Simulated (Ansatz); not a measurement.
**BSbH₄ (SMILES [BH2][SbH2]): functionals against CCSD(T) at one geometry**

An exercise on one series of results from a longer session: the logs are not shown, and one member is left open.

The runs use Ansatz 0.2.0, Gaussian basis; single points in def2-TZVPP.

Cores are frozen in the correlated methods. Filled d shells of the heavier atoms are correlated. Core potentials replace the inner electrons past krypton, and spin-orbit coupling is left out.

## Where the work starts

SMILES `[BH2][SbH2]`, 6 atoms, charge 0, spin multiplicity 1.

Atoms are counted from 1 here; the program's logs count them from 0.

Bond lengths: B1–Sb2 2.113 Å, B1–H4 0.985 Å, Sb2–H5 1.616 Å, Sb2–H6 1.650 Å. Angles: Sb2–B1–H4 126.5°, B1–Sb2–H5 92.0°, B1–Sb2–H6 87.6°, H5–Sb2–H6 86.4°.

Coordinates:

| atom | x (Å) | y (Å) | z (Å) |
| --- | --- | --- | --- |
| B1 | 0.0088 | -0.8908 | 0.1167 |
| Sb2 | 0.6517 | 1.1193 | 0.0158 |
| H3 | -0.3686 | -1.4264 | 1.4390 |
| H4 | 0.2234 | -1.6067 | -0.5246 |
| H5 | -0.1478 | 1.3635 | -1.3676 |
| H6 | -0.7514 | 1.5345 | 0.7782 |

Set-up of the first run:

Contents of run/in.yaml:

```yaml
crystal:
  periodic: [false, false, false]
  atoms:
    - {symbol: B, position_ang: [0.008800, -0.890800, 0.116700]}
    - {symbol: Sb, position_ang: [0.651700, 1.119300, 0.015800]}
    - {symbol: H, position_ang: [-0.368600, -1.426400, 1.439000]}
    - {symbol: H, position_ang: [0.223400, -1.606700, -0.524600]}
    - {symbol: H, position_ang: [-0.147800, 1.363500, -1.367600]}
    - {symbol: H, position_ang: [-0.751400, 1.534500, 0.778200]}
basis:
  gaussian: {orbitals: def2-TZVPP}
correlation: {method: ccsd_t}
output: {forces: true}
```

No record of the launch command was kept for these runs.

Steps of the session up to this table: CCSD(T)/def2-TZVPP; PBE0-D4/def2-TZVPP; wB97M-V/def2-TZVPP; r2SCAN-D4/def2-TZVPP; PBE-D4/def2-TZVPP; SPW92/def2-TZVPP; B97M-V/def2-TZVPP.

One of the session's tables, all rows but one given; the rest of the session is left out.

| method | RMS force component (eV/Å) | angle to CCSD(T) forces (°) | dipole (D) |
| --- | --- | --- | --- |
| CCSD(T) | 3.196 | reference | 0.68 |
| PBE0-D4 | ? | ? | ? |
| wB97M-V | 3.148 | 1.1 | 0.70 |
| r2SCAN-D4 | 3.182 | 1.5 | 0.72 |
| PBE-D4 | 3.181 | 3.9 | 0.76 |
| SPW92 | 3.251 | 4.1 | 0.70 |
| B97M-V | 3.092 | 2.4 | 0.91 |

Q: Estimate the row for PBE0-D4 from the others.

The run gave: RMS force component (eV/Å): 3.193; angle to CCSD(T) forces (°): 1.7; dipole (D): 0.68. In the column «RMS force component (eV/Å)» it lies between r2SCAN-D4 (3.182) and CCSD(T) (3.196).
